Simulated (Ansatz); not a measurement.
# CsH2: the cost of one run

Computed with Ansatz 0.2.0 (DFT PBE, scalar-relativistic, plane waves, PAW, unless a step's input says otherwise).

**1. Starting point**

Symmetry: Pn-3m, No. 224, cubic system. Conventional cell: a = 5.120 Å, b = 5.120 Å, c = 5.120 Å, α = 90.00°, β = 90.00°, γ = 90.00°. Cs (site symmetry -43m) has 4 H at 2.22 Å as nearest neighbours. Around H (site symmetry -3m) lie 2 Cs at 2.22 Å.

As a file:

```cif
data_structure
_symmetry_space_group_name_H-M 'Pn-3m:1'
_symmetry_Int_Tables_number 224
_cell_length_a 5.1204
_cell_length_b 5.1204
_cell_length_c 5.1204
_cell_angle_alpha 90.000
_cell_angle_beta 90.000
_cell_angle_gamma 90.000
_cell_volume 134.25
loop_
_atom_site_label
_atom_site_type_symbol
_atom_site_symmetry_multiplicity
_atom_site_Wyckoff_symbol
_atom_site_fract_x
_atom_site_fract_y
_atom_site_fract_z
_atom_site_occupancy
Cs1 Cs 2 a 0.00000 0.00000 0.00000 1
H1 H 4 b 0.25000 0.25000 0.25000 1
```

Recipe of the guess: species swapped into a database cell of Au2S (Pn-3m, No. 224), with Cs on the S sites and H on the Au sites. The dimensions are guesses.

**2. A first look at the guess**

input.yaml reads:

```yaml
crystal:
  lattice:
    - [5.12043675, 0.0, 0.0]
    - [0.0, 5.12043675, 0.0]
    - [0.0, 0.0, 5.12043675]
  atoms:
    - { symbol: Cs, position: [0.0, 0.0, 0.0] }
    - { symbol: Cs, position: [0.5, 0.5, 0.5] }
    - { symbol: H, position: [0.25, 0.25, 0.25] }
    - { symbol: H, position: [0.25, 0.75, 0.75] }
    - { symbol: H, position: [0.75, 0.75, 0.25] }
    - { symbol: H, position: [0.75, 0.25, 0.75] }
basis:
  ecutwfc: 420
kpoints:
  mp_grid: { grid: [4, 4, 4] }
hamiltonian:
  xc: pbe
scf:
  occupations: { method: gaussian, width: 0.1 }
  lower_state_search: "off"
output:
  forces: true
  stress: true
  eigenvalues: true
```

Started as:

```sh
> ansatz run input.yaml --threads 1 --pin off --max-ram 2048MiB --backend cpu --events-out ev --progress --plain --runs-dir out
```

What time and memory should one allow on 1 thread of Arm Neoverse V2, shared host?

About 1.7 s, with a peak of 0.33 GiB.
